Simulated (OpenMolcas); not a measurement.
**Os²⁺ among point charges: CASSCF and CASPT2 levels and susceptibility**

How does a field of 3 point charges split the states of Os²⁺, and what χT follows?

Program: OpenMolcas 26.06. Level of theory: state-averaged CASSCF and CASPT2, spin-orbit coupling by RASSI with atomic mean-field integrals. These are calculated values, not measurements, unless marked.

**1. The atom as given**

- Species: Os²⁺ (osmium, Z = 76, 74 electrons)
- Basis: ANO-RCC-VTZP [8s7p5d3f2g1h], 104 functions
- Scalar Hamiltonian: DKH2, point nucleus
- Inactive shells: 1s 2s 2p 3s 3p 3d 4s 4p 4d 4f 5s 5p
- Active space: 6 electrons in 5 orbitals (5d)
- Some configurations of this space: 5d⁶
- Orbitals: optimised for each spin and parity, averaged over all roots

The outer shells:

5d6
```
5d [↑↓][↑ ][↑ ][↑ ][↑ ]
```

The ion sits among 3 point charges of -0.65 e arranged as a planar triangle (D3h), 2.06 Å from the ion.

Each step is its own input file, run in one work folder so that later steps find the files of earlier ones. Labels, J, g values, rates, χT and fits are worked out afterwards by a script from the matrices that RASSI stores.

**2. Basis and integrals**

The input, a.inp:

```
&GATEWAY
Coord
1

Os 0.0 0.0 0.0
Basis=ANO-RCC-VTZP
Group=NoSym
NoMove
AngMom=0.0 0.0 0.0
AMFI
XField
3 Angstrom 0
2.060000 0.000000 0.000000 -0.650000
-1.030000 1.784012 0.000000 -0.650000
-1.030000 -1.784012 0.000000 -0.650000
&SEWARD
```

Run with:

```bash
> OMP_NUM_THREADS=1 MOLCAS_MEM=1689 MOLCAS_PROJECT=a pymolcas a.inp > a.log
```

**3. Reference wave functions, quintets, 5 roots**

The input, a.inp:

```
&RASSCF
FileOrb=start.orb
Symmetry=1
Spin=5
nActEl=6 0 0
Inactive=34
Ras2=5
CIRoot=5 5 1
SDav=5
CIMx=300
Iter=120 100
PrWF=0.3
OrbListing=Nothing
MaxOrb=0
>>> COPY $Project.JobIph JOB001
```

start.orb holds the contracted functions of the basis, ordered by shell, or the orbitals of the step before.

**4. CASSCF: triplets, 45 roots**

The input, a.inp:

```
&RASSCF
FileOrb=start.orb
Symmetry=1
Spin=3
nActEl=6 0 0
Inactive=34
Ras2=5
CIRoot=45 45 1
SDav=45
CIMx=300
Iter=120 100
PrWF=0.3
OrbListing=Nothing
MaxOrb=0
>>> COPY $Project.JobIph JOB002
```

**5. CASSCF: singlets, 50 roots**

The input, a.inp:

```
&RASSCF
FileOrb=start.orb
Symmetry=1
Spin=1
nActEl=6 0 0
Inactive=34
Ras2=5
CIRoot=50 50 1
SDav=50
CIMx=300
Iter=120 100
PrWF=0.3
OrbListing=Nothing
MaxOrb=0
>>> COPY $Project.JobIph JOB003
```

**6. RASSI: spin-orbit coupling between the states**

The input, a.inp:

```
&RASSI
NrOfJobIphs=3 5 45 50
1 2 3 4 5
1 2 3 4 5 6 7 8 9 10 11 12 13 14 15 16 17 18 19 20 21 22 23 24 25 26 27
28 29 30 31 32 33 34 35 36 37 38 39 40 41 42 43 44 45
1 2 3 4 5 6 7 8 9 10 11 12 13 14 15 16 17 18 19 20 21 22 23 24 25 26 27
28 29 30 31 32 33 34 35 36 37 38 39 40 41 42 43 44 45 46 47 48 49 50
IphNames
JOB001
JOB002
JOB003
EJob
SpinOrbit
DIPRint=1.0
SOCoupling=1000.0
Subsets=2
Property=9
'ANGMOM' 1 'ANGMOM' 2 'ANGMOM' 3 'MLTPL  1' 1 'MLTPL  1' 2 'MLTPL  1' 3
'AMFI' 1 'AMFI' 2 'AMFI' 3
SOProperty=3
'ANGMOM' 1 'ANGMOM' 2 'ANGMOM' 3
```

**7. CASPT2: IPEA 0.25, imaginary shift 0.1 (closed shells correlated: 4f 5s 5p)**

The input, a.inp:

```
>>> COPY JOB001 $Project.JobIph
&CASPT2
Multistate=5 1 2 3 4 5
NoMult
Frozen=23
IPEA=0.25
Imaginary=0.1
MaxIter=60
WThr=0.0 0.3 0.05
PrWF=0.5
NoMix
>>> COPY JOB002 $Project.JobIph
&CASPT2
Multistate=45 1 2 3 4 5 6 7 8 9 10 11 12 13 14 15 16 17 18 19 20 21 22
23 24 25 26 27 28 29 30 31 32 33 34 35 36 37 38 39 40 41 42 43 44 45
NoMult
Frozen=23
IPEA=0.25
Imaginary=0.1
MaxIter=60
WThr=0.0 0.3 0.05
PrWF=0.5
NoMix
>>> COPY JOB003 $Project.JobIph
&CASPT2
Multistate=50 1 2 3 4 5 6 7 8 9 10 11 12 13 14 15 16 17 18 19 20 21 22
23 24 25 26 27 28 29 30 31 32 33 34 35 36 37 38 39 40 41 42 43 44 45 46
47 48 49 50
NoMult
Frozen=23
IPEA=0.25
Imaginary=0.1
MaxIter=60
WThr=0.0 0.3 0.05
PrWF=0.5
NoMix
```

(Steps that only read results are left out.)

**Question.** What will these runs give? Wanted: spin-free ground state; first state of the same spin within the active space; lowest level; next level.

**Answer**, as computed:

| quantity | value |
| --- | --- |
| method | SS-CASPT2, IPEA 0.25, imaginary shift 0.1 (closed shells correlated: 4f 5s 5p) |
| spin-free ground state | 5A1, 1-fold in its orbital part |
| first state of the same spin within the active space | 5E at 1080 cm⁻¹ |
| lowest level | 1-fold A1 |
| next level | 157.9 cm⁻¹ |
| χT at 300 K | 4.68 cm³ K/mol |
| effective moment at 300 K | 6.12 μB |

Cost by method:

```
                                                 method  time of its own steps  time with the reference
                                              A. CASSCF                   52 s                     52 s
B. SS-CASPT2, IPEA 0.25, imaginary shift 0.1, +4f 5s 5p                2.7 min                  3.5 min
```

Times are of one thread on a shared host.

**Reading.** The spin-free ground state (5A1) comes to 100 % from free-ion D terms and keeps the highest spin of the shell. χT at 300 K is 4.68, against 3.01 cm³ K/mol for the spin alone, so orbital moment adds to it. An active space of the d shell alone favours high spin; real ions in strong fields can be low spin. CASPT2 does not keep the components of a term degenerate, and the means are used. The field of point charges can differ much from that of real complexes. With metal d orbitals alone active, the gaps between spin states are rough; where two lie within a few thousand cm-1, their order is open. This is an electrostatic model: the charges have no orbitals.
